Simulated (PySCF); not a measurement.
# CH3FInNO (SMILES [NH2][In]([F])[CH]=O) at 3 levels

Wanted: a comparison of 3 runs (BLYP/STO-3G, BLYP/def2-SVP, BLYP/def2-TZVP) of CH3FInNO. The job is set up through a Python script.

The results are computed with PySCF 2.14.0.

## 1. Starting point

CH3FInNO has 8 atoms, charge 0, and is taken as a singlet. As SMILES, `[NH2][In]([F])[CH]=O`. The shape comes from GFN2-xTB, which is rough for such elements, and wasn't checked as a minimum. This is one conformer, not always the lowest.

Bond lengths: N1–In2 2.104 Å, In2–F3 2.006 Å, In2–C4 2.329 Å, C4–O5 1.177 Å, N1–H6 1.018 Å, N1–H7 1.019 Å, C4–H8 1.105 Å. Angles: N1–In2–F3 111.8°, N1–In2–C4 154.4°, F3–In2–C4 92.4°, In2–C4–O5 127.1°, In2–N1–H6 112.6°, In2–N1–H7 104.5°, In2–C4–H8 107.4°, O5–C4–H8 125.5°, H6–N1–H7 106.7°.

## 2. A single-point energy at BLYP/STO-3G (run 1)

The input, run.py:

```python
from pyscf import gto, dft

mol = gto.Mole()
mol.atom = '''
N     -1.305158     1.163618     3.859577
In     0.138007     0.128256     0.301808
F      3.924054    -0.056578     0.315792
C     -0.114499    -1.629870    -3.725954
O     -1.961441    -2.066888    -4.884281
H     -2.694938     2.486974     3.735875
H      0.178069     2.000464     4.756554
H      1.835907    -2.025956    -4.359353
'''
mol.max_memory = 1860
mol.basis = 'sto-3g'
mol.unit = 'bohr'
mol.verbose = 3
mol.build()

mf = dft.RKS(mol, xc='blyp')
mf.grids.level = 4
mf.conv_tol = 1e-10
mf.kernel()
if not mf.converged:
    mf = mf.newton().run(mf.mo_coeff, mf.mo_occ)

etot = mf.e_tot
print('Final energy', etot)
```

On the command line:

```
$ OMP_NUM_THREADS=1 python run.py
```

Standard output:

```text
converged SCF energy = -5950.61465900183
Final energy -5950.614659001828
```

Wall time 13 s (1 thread of Arm Neoverse V1, shared host); peak memory 0.32 GiB.

## 3. The energy at BLYP/def2-SVP (core potential) (run 2)

The input, job.py:

```python
from pyscf import gto, dft

system = gto.Mole()
system.atom = [
    ('N', (-0.690660, 0.615760, 2.042400)),
    ('In', (0.073030, 0.067870, 0.159710)),
    ('F', (2.076520, -0.029940, 0.167110)),
    ('C', (-0.060590, -0.862490, -1.971690)),
    ('O', (-1.037950, -1.093750, -2.584650)),
    ('H', (-1.426100, 1.316050, 1.976940)),
    ('H', (0.094230, 1.058600, 2.517060)),
    ('H', (0.971520, -1.072090, -2.306870)),
]
system.ecp = {'In': 'def2-svp'}
system.max_memory = 1860
system.basis = 'def2-svp'
system.charge = 0
system.spin = 0
system.verbose = 4
system.build()

mf = dft.RKS(system)
mf.xc = 'blyp'
mf.conv_tol = 1e-10
mf.grids.level = 4
mf.kernel()
if not mf.converged:
    mf = mf.newton().run(mf.mo_coeff, mf.mo_occ)

energy = mf.e_tot
print(f'total energy: {energy:.8f} hartree')
```

On the command line:

```
$ OMP_NUM_THREADS=1 python job.py
```

Standard output:

```text
PySCF version 2.14.0

[... 90 lines left out ...]
converged SCF energy = -459.555683056945
total energy: -459.55568306 hartree
```

Run time: 23 s. Hardware: 1 thread of Arm Neoverse V1, shared host; peak memory 0.49 GiB.

## 4. A single-point energy at BLYP/def2-TZVP (core potential) (run 3)

The input, input.py:

```python
from pyscf import gto, dft

mol = gto.M(
    atom='''
N     -1.305158     1.163618     3.859577
In     0.138007     0.128256     0.301808
F      3.924054    -0.056578     0.315792
C     -0.114499    -1.629870    -3.725954
O     -1.961441    -2.066888    -4.884281
H     -2.694938     2.486974     3.735875
H      0.178069     2.000464     4.756554
H      1.835907    -2.025956    -4.359353
''',
    ecp={'In': 'def2-svp'},
    spin=0,
    verbose=3,
    charge=0,
    max_memory=1860,
    unit='bohr',
    basis='def2-tzvp',
)

ks = dft.RKS(mol, xc='blyp')
ks.conv_tol = 1e-10
ks.grids.level = 4
ks.kernel()
if not ks.converged:
    ks = ks.newton().run(ks.mo_coeff, ks.mo_occ)

e_final = ks.e_tot
print('E(%s) = %.9f' % ('BLYP', e_final))
```

On the command line:

```
$ OMP_NUM_THREADS=1 python input.py
```

Standard output:

```text
converged SCF energy = -459.910292068003
E(BLYP) = -459.910292068
```

Run time: 64 s. Hardware: 1 thread of Arm Neoverse V1, shared host; peak memory 1.7 GiB.

## 5. All runs side by side

| run | level | core potential | energy (Eh) | dipole moment (D) | HOMO energy (eV) | LUMO energy (eV) | wall time |
| --- | --- | --- | --- | --- | --- | --- | --- |
| 1 | BLYP/STO-3G | – | -5950.614659 | 1.50 | -1.29 | 1.01 | 13 s |
| 2 | BLYP/def2-SVP (core potential) | def2-svp | -459.555683 | 2.04 | -5.46 | -2.95 | 23 s |
| 3 | BLYP/def2-TZVP (core potential) | def2-svp | -459.910292 | 2.13 | -5.76 | -3.23 | 64 s |

## 6. Outcome

```
            quantity          value
 run 3: total energy  -459.91029 Eh
run 3: dipole moment         2.13 D
  run 3: HOMO energy       -5.76 eV
  run 3: LUMO energy       -3.23 eV
run 3: HOMO–LUMO gap        2.53 eV
```

**Reading.** The dipole moment (its size) runs from 1.50 D (BLYP/STO-3G) to 2.13 D (BLYP/def2-TZVP). The two ends differ in basis and core potential. The HOMO–LUMO gap runs from 2.29 eV (BLYP/STO-3G) to 2.53 eV (BLYP/def2-TZVP). Some runs of one species differ in core potentials or relativity; totals across that change don't compare. In run 1 the basis is minimal, so the values are rough. In run 1 relativity is left out where basis or elements ask for it. All runs together took 100 s, the longest 64 s.
